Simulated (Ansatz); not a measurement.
# HW8C8F: the cost of one run

Method: DFT r2SCAN+D3(BJ), plane waves, PAW, scalar-relativistic, no spin polarisation, in Ansatz 0.2.0.

**1. The starting structure**

The cell holds 18 atoms (C8HFW8): a = 5.799 Å, b = 5.660 Å, c = 18.185 Å, α = 90.00°, β = 90.00°, γ = 90.00°.

The coordinates stand in the first input below.

**2. The run**

190 steps of 0.5 fs at constant energy.

input.yaml reads:

```yaml
accuracy: low
crystal:
  lattice:
    - [5.799, 0.0, 0.0]
    - [0.0, 5.6604, 0.0]
    - [0.0, 0.0, 18.185068]
  atoms:
    - { symbol: W, position: [0.0, 0.0, 0.0549902] }
    - { symbol: C, position: [0.0, 0.25, 0.1470452] }
    - { symbol: W, position: [0.25, 0.0, 0.1930727] }
    - { symbol: C, position: [0.25, 0.25, 0.2851278] }
    - { symbol: W, position: [0.0, 0.5, 0.0549902] }
    - { symbol: C, position: [0.0, 0.75, 0.1470452] }
    - { symbol: W, position: [0.25, 0.5, 0.1930727] }
    - { symbol: C, position: [0.25, 0.75, 0.2851278] }
    - { symbol: W, position: [0.5, 0.0, 0.0549902] }
    - { symbol: C, position: [0.5, 0.25, 0.1470452] }
    - { symbol: W, position: [0.75, 0.0, 0.1930727] }
    - { symbol: C, position: [0.75, 0.25, 0.2851278] }
    - { symbol: W, position: [0.5, 0.5, 0.0549902] }
    - { symbol: C, position: [0.5, 0.75, 0.1470452] }
    - { symbol: W, position: [0.75, 0.5, 0.1930727] }
    - { symbol: C, position: [0.75, 0.75, 0.2851278] }
    - { symbol: F, position: [0.0009405, 0.4989307, 0.4545435] }
    - { symbol: H, position: [0.0326474, 0.35232, 0.4765396] }
basis:
  ecutwfc: 500.0
kpoints:
  mp_grid: { grid: [3, 3, 1] }
hamiltonian:
  xc: r2scan
  dispersion: d3bj
  pseudopotentials: { kind: paw, azcp: { folder: soft_1 } }
scf:
  occupations: { method: fermi_dirac, width: 0.15 }
  lower_state_search: "off"
md:
  timestep: 0.5
  n_steps: 190
  ensemble: nve
  initial_velocities: zero
  seed: 667055
  initial_site_velocities:
    - { site: 16, velocity: [0.044639, 0.0, -0.053199] }
    - { site: 17, velocity: [0.044639, 0.0, -0.053199] }
  constraints: [{ sites: [0, 4, 8, 12] }]
```

Started as:

```sh
ansatz run input.yaml --threads 4 --pin off --max-ram 10240MiB --backend cpu --events-out ev --progress --plain --runs-dir out
```

**Question.** How long does this run take on 4 threads of Arm Neoverse V2, shared host, and how much memory does it need?

About 36 min, with a peak of 2.4 GiB.
